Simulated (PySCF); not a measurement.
# MgZn: bond curves at several levels of theory, part 2 of 2

PySCF 2.14.0; Mg def2-SVPD, Zn def2-SVPD; no relativity. The steps go on from the part before.

## 8. LDA

Output of the SCF at 3.267 Å:

```text
[... 13 set-up lines left out, the same as in an earlier log ...]
max_memory 909 MB (current use 410 MB)
[... 3 set-up lines left out, the same as in an earlier log ...]
XC functionals = LDA,VWN
    P. A. M. Dirac.,  Math. Proc. Cambridge Philos. Soc. 26, 376 (1930)
    F. Bloch.,  Z. Phys. 57, 545 (1929)
    S. H. Vosko, L. Wilk, and M. Nusair.,  Can. J. Phys. 58, 1200 (1980)
[... 2 set-up lines left out, the same as in an earlier log ...]
init E= -1975.29477700736
cycle= 1 E= -1975.29421544947  delta_E= 0.000562  |g|= 0.113  |ddm|= 0.235
cycle= 2 E= -1975.28922042183  delta_E= 0.005  |g|= 0.184  |ddm|= 0.195
cycle= 3 E= -1975.29718082814  delta_E= -0.00796  |g|= 0.00481  |ddm|= 0.133
cycle= 4 E= -1975.29720320844  delta_E= -2.24e-05  |g|= 0.00181  |ddm|= 0.0233
cycle= 5 E= -1975.29721164778  delta_E= -8.44e-06  |g|= 0.000266  |ddm|= 0.00722
cycle= 6 E= -1975.29721168514  delta_E= -3.74e-08  |g|= 8.21e-05  |ddm|= 0.000618
cycle= 7 E= -1975.2972116899  delta_E= -4.76e-09  |g|= 1.21e-05  |ddm|= 0.000198
cycle= 8 E= -1975.29721169006  delta_E= -1.58e-10  |g|= 4.98e-07  |ddm|= 3.44e-05
Extra cycle  E= -1975.29721169006  delta_E= -2.27e-13  |g|= 6.48e-07  |ddm|= 2.49e-06
converged SCF energy = -1975.29721169006  <S^2> = 1.0658141e-14  2S+1 = 1
```

Re = 2.982 Å, ωe = 129.5 cm⁻¹, ωexe = 1.24 cm⁻¹, αe = 0.00143 cm⁻¹, Be = 0.1087 cm⁻¹, De = 0.378 eV, μ = 0.01 D. 7.3 s of CPU time for 12 points, integrals apart.

## 9. M06-2X

The SCF at the reference distance, 3.267 Å, printed:

```text
[... 17 set-up lines left out, the same as in an earlier log ...]
XC functionals = M062X
    Y. Zhao and D. G. Truhlar.,  Theor. Chem. Acc. 120, 215 (2008)
    Y. Zhao and D. G. Truhlar.,  Theor. Chem. Acc. 120, 215 (2008)
[... 2 set-up lines left out, the same as in an earlier log ...]
init E= -1979.11069593572
cycle= 1 E= -1979.1128875772  delta_E= -0.00219  |g|= 0.0537  |ddm|= 0.327
cycle= 2 E= -1979.11278118406  delta_E= 0.000106  |g|= 0.0602  |ddm|= 0.0554
cycle= 3 E= -1979.11359710306  delta_E= -0.000816  |g|= 0.00167  |ddm|= 0.0305
cycle= 4 E= -1979.11359969556  delta_E= -2.59e-06  |g|= 0.000536  |ddm|= 0.00772
cycle= 5 E= -1979.11360001826  delta_E= -3.23e-07  |g|= 0.000139  |ddm|= 0.00138
cycle= 6 E= -1979.1136000363  delta_E= -1.8e-08  |g|= 1.74e-05  |ddm|= 0.000558
cycle= 7 E= -1979.11360003687  delta_E= -5.73e-10  |g|= 5.65e-06  |ddm|= 9.05e-05
Extra cycle  E= -1979.11360003688  delta_E= -1.39e-11  |g|= 3.46e-06  |ddm|= 1.66e-05
converged SCF energy = -1979.11360003688  <S^2> = 1.7763568e-14  2S+1 = 1
```

Re = 3.611 Å, ωe = 63.9 cm⁻¹, ωexe = 1.40 cm⁻¹, αe = 0.00149 cm⁻¹, Be = 0.07412 cm⁻¹, De = 0.084 eV, μ = 0.08 D. 17 s of CPU time for 12 points, integrals apart.

## 10. revPBE (GGA)

Log of the SCF at 3.267 Å:

```text
[... 13 set-up lines left out, the same as in an earlier log ...]
max_memory 909 MB (current use 411 MB)
[... 3 set-up lines left out, the same as in an earlier log ...]
XC functionals = PBE_R,PBE
    Y. Zhang and W. Yang.,  Phys. Rev. Lett. 80, 890 (1998)
[... 4 set-up lines left out, the same as in an earlier log ...]
init E= -1978.96424228585
cycle= 1 E= -1978.96385587337  delta_E= 0.000386  |g|= 0.0744  |ddm|= 0.176
cycle= 2 E= -1978.96150793327  delta_E= 0.00235  |g|= 0.123  |ddm|= 0.152
cycle= 3 E= -1978.96513580811  delta_E= -0.00363  |g|= 0.00237  |ddm|= 0.101
cycle= 4 E= -1978.96514274817  delta_E= -6.94e-06  |g|= 0.000924  |ddm|= 0.0115
cycle= 5 E= -1978.96514434242  delta_E= -1.59e-06  |g|= 7.67e-05  |ddm|= 0.00297
cycle= 6 E= -1978.96514434913  delta_E= -6.7e-09  |g|= 2.93e-05  |ddm|= 0.000328
cycle= 7 E= -1978.96514435041  delta_E= -1.29e-09  |g|= 4.37e-06  |ddm|= 9.72e-05
cycle= 8 E= -1978.96514435043  delta_E= -1.86e-11  |g|= 1.42e-07  |ddm|= 1.24e-05
Extra cycle  E= -1978.96514435043  delta_E= -1.14e-12  |g|= 2.17e-07  |ddm|= 9.7e-07
converged SCF energy = -1978.96514435043  <S^2> = 7.1054274e-15  2S+1 = 1
```

Re = 3.186 Å, ωe = 101.5 cm⁻¹, ωexe = 1.25 cm⁻¹, αe = 0.00146 cm⁻¹, Be = 0.09524 cm⁻¹, De = 0.189 eV, μ = 0.22 D.

## 11. CAM-B3LYP (range-separated hybrid)

Log of the SCF at 3.267 Å:

```text
[... 17 set-up lines left out, the same as in an earlier log ...]
XC functionals = CAMB3LYP
    T. Yanai, D. P. Tew, and N. C. Handy.,  Chem. Phys. Lett. 393, 51 (2004)
[... 2 set-up lines left out, the same as in an earlier log ...]
init E= -1979.23982574575
cycle= 1 E= -1979.2403435443  delta_E= -0.000518  |g|= 0.0244  |ddm|= 0.0806
cycle= 2 E= -1979.24031404232  delta_E= 2.95e-05  |g|= 0.0304  |ddm|= 0.0429
cycle= 3 E= -1979.24052775849  delta_E= -0.000214  |g|= 0.000809  |ddm|= 0.0189
cycle= 4 E= -1979.24053015858  delta_E= -2.4e-06  |g|= 0.000227  |ddm|= 0.00613
cycle= 5 E= -1979.24053020909  delta_E= -5.05e-08  |g|= 3.03e-05  |ddm|= 0.000994
cycle= 6 E= -1979.24053021001  delta_E= -9.15e-10  |g|= 9.46e-06  |ddm|= 0.000104
Extra cycle  E= -1979.24053021012  delta_E= -1.11e-10  |g|= 3.46e-06  |ddm|= 3.98e-05
converged SCF energy = -1979.24053021012  <S^2> = 7.1054274e-15  2S+1 = 1
```

Re = 3.494 Å, ωe = 62.3 cm⁻¹, ωexe = 1.18 cm⁻¹, αe = 0.00176 cm⁻¹, Be = 0.07917 cm⁻¹, De = 0.067 eV, μ = 0.08 D.

## 12. RHF (mean field)

The SCF at the reference distance, 3.267 Å, printed:

```text
******** <class 'pyscf.scf.hf_symm.SymAdaptedRHF'> ********
method = SymAdaptedRHF
[... 11 set-up lines left out, the same as in an earlier log ...]
max_memory 909 MB (current use 421 MB)
Overwritten attributes  get_hcore get_jk get_occ get_k get_j  of <class 'pyscf.scf.hf_symm.SymAdaptedRHF'>
<class 'pyscf.scf.hf_symm.SymAdaptedRHF'> does not have attributes  refdm
[... 1 set-up line left out, the same as in an earlier log ...]
init E= -1977.08268565267
cycle= 1 E= -1977.08898581459  delta_E= -0.0063  |g|= 0.105  |ddm|= 0.491
cycle= 2 E= -1977.08986018791  delta_E= -0.000874  |g|= 0.0805  |ddm|= 0.224
cycle= 3 E= -1977.09061376022  delta_E= -0.000754  |g|= 0.00294  |ddm|= 0.041
cycle= 4 E= -1977.09062441711  delta_E= -1.07e-05  |g|= 0.000321  |ddm|= 0.0337
cycle= 5 E= -1977.09062453969  delta_E= -1.23e-07  |g|= 0.000105  |ddm|= 0.00201
cycle= 6 E= -1977.09062456148  delta_E= -2.18e-08  |g|= 3.93e-05  |ddm|= 0.000931
cycle= 7 E= -1977.09062456303  delta_E= -1.54e-09  |g|= 4.68e-06  |ddm|= 0.000275
cycle= 8 E= -1977.09062456305  delta_E= -2.61e-11  |g|= 7.89e-07  |ddm|= 2.65e-05
Extra cycle  E= -1977.09062456305  delta_E= -9.09e-13  |g|= 3.36e-07  |ddm|= 3.61e-06
converged SCF energy = -1977.09062456305
```

No constants are quoted: no minimum is bracketed among the points kept.

## 13. Adding correlation

Reference: RHF; core orbitals frozen: 6.

The coupled-cluster run at the reference distance, 3.267 Å, printed:

```text
******** <class 'pyscf.cc.ccsd.CCSD'> ********
CC2 = 0
CCSD nocc = 15, nmo = 49
frozen orbitals [0, 1, 2, 3, 4, 5]
max_cycle = 80
direct = 0
conv_tol = 1e-07
conv_tol_normt = 1e-05
diis_space = 8
diis_start_cycle = 0
diis_start_energy_diff = 1e+09
max_memory 909 MB (current use 421 MB)
Init t2, MP2 energy = -1977.48044613556  E_corr(MP2) -0.389821572511443
Init E_corr(CCSD) = -0.389821572511513
cycle = 1  E_corr(CCSD) = -0.363942449483869  dE = 0.025879123  norm(t1,t2) = 0.0801752
cycle = 2  E_corr(CCSD) = -0.382964858881574  dE = -0.0190224094  norm(t1,t2) = 0.0354632
cycle = 3  E_corr(CCSD) = -0.380231476777628  dE = 0.0027333821  norm(t1,t2) = 0.0176392
cycle = 4  E_corr(CCSD) = -0.383258834469311  dE = -0.00302735769  norm(t1,t2) = 0.00904953
cycle = 5  E_corr(CCSD) = -0.383603492681586  dE = -0.000344658212  norm(t1,t2) = 0.00191714
cycle = 6  E_corr(CCSD) = -0.383459743660555  dE = 0.000143749021  norm(t1,t2) = 0.000820422
cycle = 7  E_corr(CCSD) = -0.383440869369184  dE = 1.88742914e-05  norm(t1,t2) = 0.000214942
cycle = 8  E_corr(CCSD) = -0.383443764070369  dE = -2.89470118e-06  norm(t1,t2) = 0.000111438
cycle = 9  E_corr(CCSD) = -0.383446643426178  dE = -2.87935581e-06  norm(t1,t2) = 4.02864e-05
cycle = 10  E_corr(CCSD) = -0.383445199202769  dE = 1.44422341e-06  norm(t1,t2) = 1.90211e-05
cycle = 11  E_corr(CCSD) = -0.383444592619259  dE = 6.0658351e-07  norm(t1,t2) = 9.48013e-06
cycle = 12  E_corr(CCSD) = -0.383445209348461  dE = -6.16729202e-07  norm(t1,t2) = 3.02413e-06
cycle = 13  E_corr(CCSD) = -0.383445070069217  dE = 1.39279244e-07  norm(t1,t2) = 1.41578e-06
cycle = 14  E_corr(CCSD) = -0.383445049853401  dE = 2.02158154e-08  norm(t1,t2) = 6.22712e-07
CCSD converged
E(CCSD) = -1977.474069612907  E_corr = -0.3834450498534013
CCSD(T) correction = -0.0121567920574755
```

Correlation energy (eV) along the bond:

| R (Å) | MP2 | SCS-MP2 | CCSD | CCSD(T) | T1 |
| --- | --- | --- | --- | --- | --- |
| 2.810 | -10.755 | -9.790 | n/a | n/a | n/a |
| 2.940 | -10.705 | -9.748 | -10.511 | -10.857 | 0.009 |
| 3.071 | -10.661 | -9.712 | -10.476 | -10.815 | 0.009 |
| 3.169 | -10.633 | -9.689 | -10.454 | -10.789 | 0.008 |
| 3.267 | -10.608 | -9.668 | -10.434 | -10.765 | 0.008 |
| 3.365 | -10.585 | -9.650 | -10.417 | -10.744 | 0.008 |
| 3.496 | -10.558 | -9.629 | -10.397 | -10.720 | 0.008 |
| 3.659 | -10.529 | -9.606 | -10.376 | -10.694 | 0.008 |
| 3.855 | -10.501 | -9.584 | -10.356 | -10.670 | 0.008 |
| 4.116 | -10.471 | -9.561 | n/a | n/a | n/a |

RHF-MP2: Re = 3.588 Å, ωe = 56.7 cm⁻¹, ωexe = 1.09 cm⁻¹, αe = 0.00167 cm⁻¹, Be = 0.07509 cm⁻¹, De = 0.092 eV.

RHF-SCS-MP2: Re = 3.798 Å, ωe = 44.5 cm⁻¹, Be = 0.06699 cm⁻¹, De = 0.059 eV.

RHF-CCSD: No constants are quoted: no minimum is bracketed among the points kept.

RHF-CCSD(T): Re = 3.703 Å, ωe = 47.5 cm⁻¹, Be = 0.07050 cm⁻¹, De = 0.066 eV.

## 14. All curves

Energy (eV) from each level's lowest point:

| R (Å) | RHF | RHF-MP2 | RHF-SCS-MP2 | RHF-CCSD | RHF-CCSD(T) | LDA | PBE | revPBE | r²SCAN | PBE0 | M06-2X | CAM-B3LYP |
| --- | --- | --- | --- | --- | --- | --- | --- | --- | --- | --- | --- | --- |
| 2.810 | 0.428 | 0.161 | 0.204 | n/a | n/a | 0.019 | 0.054 | 0.075 | 0.047 | 0.094 | 0.206 | 0.139 |
| 2.940 | 0.310 | 0.092 | 0.127 | 0.136 | 0.106 | 0.000 | 0.015 | 0.027 | 0.011 | 0.040 | 0.122 | 0.075 |
| 3.071 | 0.223 | 0.049 | 0.077 | 0.085 | 0.060 | 0.003 | 0.000 | 0.005 | 0.000 | 0.011 | 0.068 | 0.037 |
| 3.169 | 0.174 | 0.028 | 0.051 | 0.058 | 0.038 | 0.014 | 0.000 | 0.000 | 0.003 | 0.002 | 0.041 | 0.019 |
| 3.267 | 0.135 | 0.015 | 0.032 | 0.038 | 0.022 | 0.031 | 0.006 | 0.002 | 0.011 | 0.000 | 0.022 | 0.008 |
| 3.365 | 0.103 | 0.006 | 0.019 | 0.024 | 0.012 | 0.050 | 0.017 | 0.009 | 0.024 | 0.003 | 0.010 | 0.002 |
| 3.496 | 0.071 | 0.000 | 0.008 | 0.012 | 0.004 | 0.080 | 0.036 | 0.022 | 0.045 | 0.013 | 0.002 | 0.000 |
| 3.659 | 0.042 | 0.000 | 0.001 | 0.003 | 0.000 | 0.118 | 0.063 | 0.044 | 0.075 | 0.030 | 0.000 | 0.003 |
| 3.855 | 0.019 | 0.005 | 0.000 | 0.000 | 0.001 | 0.163 | 0.097 | 0.072 | 0.110 | 0.053 | 0.006 | 0.011 |
| 4.116 | 0.000 | 0.016 | 0.004 | n/a | n/a | 0.218 | 0.138 | 0.106 | 0.152 | 0.085 | 0.018 | 0.025 |

The whole job (state search and all levels along the bond) took 4.2 min on 1 thread of Arm Neoverse N1 (shared host), peak memory 0.77 GiB.

## 15. Results

This closing draws on all 2 parts.

Lowest PBE0 solution found, without spin–orbit coupling: ¹Σ⁺ (singlet), closed shell. The other levels ran on it alone.

| level | Re (Å) | ωe (cm⁻¹) | De (eV) | μ (D) |
| --- | --- | --- | --- | --- |
| RHF-MP2 | 3.588 | 56.7 | 0.092 | n/a |
| RHF-SCS-MP2 | 3.798 | 44.5 | 0.059 | n/a |
| RHF-CCSD(T) | 3.703 | 47.5 | 0.066 | n/a |
| LDA | 2.982 | 129.5 | 0.378 | 0.01 |
| PBE | 3.119 | 110.6 | 0.255 | 0.16 |
| revPBE | 3.186 | 101.5 | 0.189 | 0.22 |
| r²SCAN | 3.087 | 115.8 | 0.248 | 0.12 |
| PBE0 | 3.253 | 93.3 | 0.177 | 0.16 |
| M06-2X | 3.611 | 63.9 | 0.084 | 0.08 |
| CAM-B3LYP | 3.494 | 62.3 | 0.067 | 0.08 |

De is counted to Mg + Zn in their ground configurations. A positive dipole means Mg(−)Zn(+). No constants: RHF (no minimum is bracketed among the points kept); RHF-CCSD (no minimum is bracketed among the points kept).

Time per point (s) on 1 thread of Arm Neoverse N1, shared host (CPU time, shared integrals of 0.25 s apart; correlated levels include their reference); the times are rough: RHF-MP2 0.2, RHF-SCS-MP2 0.2, RHF-CCSD(T) 9.2, LDA 0.61, PBE 0.99, revPBE 0.7, r²SCAN 1.4, PBE0 1.9, M06-2X 1.4, CAM-B3LYP 1.6.

The methods spread over 0.816 Å in bond length, from LDA to RHF-SCS-MP2. CCSD(T) can't serve as the judge here: for a weak bond in this basis it is far from its limit. Of the levels with a De here, RHF-SCS-MP2 gives the least (0.059 eV) and LDA the most (0.378 eV).

Correlated steps freeze 6 core orbitals. The bond is weak, and basis-set superposition, which was not computed, may be a sizeable part of it.
